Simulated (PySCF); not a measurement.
# C3H10BN: the cost of one run

Programs: PySCF 2.14.0, with density-fitted response routines of our own. Each step states its level of theory. These are calculated values for one molecule in the gas phase, unless marked as measured. Atoms are numbered from 0 throughout.

### 1 Starting geometry

15 atoms, charge 0, multiplicity 1; geometry from: GFN2-xTB. The atoms were then displaced at random by about 0.01 Å, so the start is not that level's minimum.

Bonds of the start (Å): C0–C1 1.53, C1–C2 1.54, C1–B3 1.63, B3–N4 1.35, C0–H5 1.12, C0–H6 1.09, C0–H7 1.06, C1–H8 1.12, C2–H9 1.08, C2–H10 1.10, C2–H11 1.07, B3–H12 1.18, N4–H13 0.99, N4–H14 1.01.

### 2 Geometry optimisation at PBE0-D3(BJ)/def2-SVP

The job: settings as JSON, then the geometry in Å.

```
{"job": {"xc": "PBE0", "basis": "def2-SVP", "d3": "d3bj", "grid": 1, "shake": 0.01, "kind": "geom"}, "charge": 0, "multiplicity": 1}
C     -1.436550    -0.759630     0.536510
C     -0.241820     0.181130     0.412100
C     -0.610410     1.381800    -0.484500
B      1.064400    -0.590370    -0.176420
N      2.214210    -0.611340     0.521460
H     -2.321330    -0.182900     0.915490
H     -1.709910    -1.144700    -0.440720
H     -1.233050    -1.559290     1.198650
H     -0.025500     0.582280     1.436690
H     -1.451730     1.920410    -0.066440
H      0.238730     2.072550    -0.533440
H     -0.828410     1.049420    -1.474680
H      0.954880    -1.139020    -1.213550
H      3.040830    -1.059880     0.227440
H      2.330310    -0.157830     1.421940
```

Command:

```bash
$ OMP_NUM_THREADS=1 python probes_run.py task.json out
```

One launch serves the whole session: the jobs run in the order shown.

**Question.** How long does this first job take on 1 thread of Arm Neoverse V2, shared host, and how much memory does it need?

About 23 s, with a peak of 0.49 GiB.
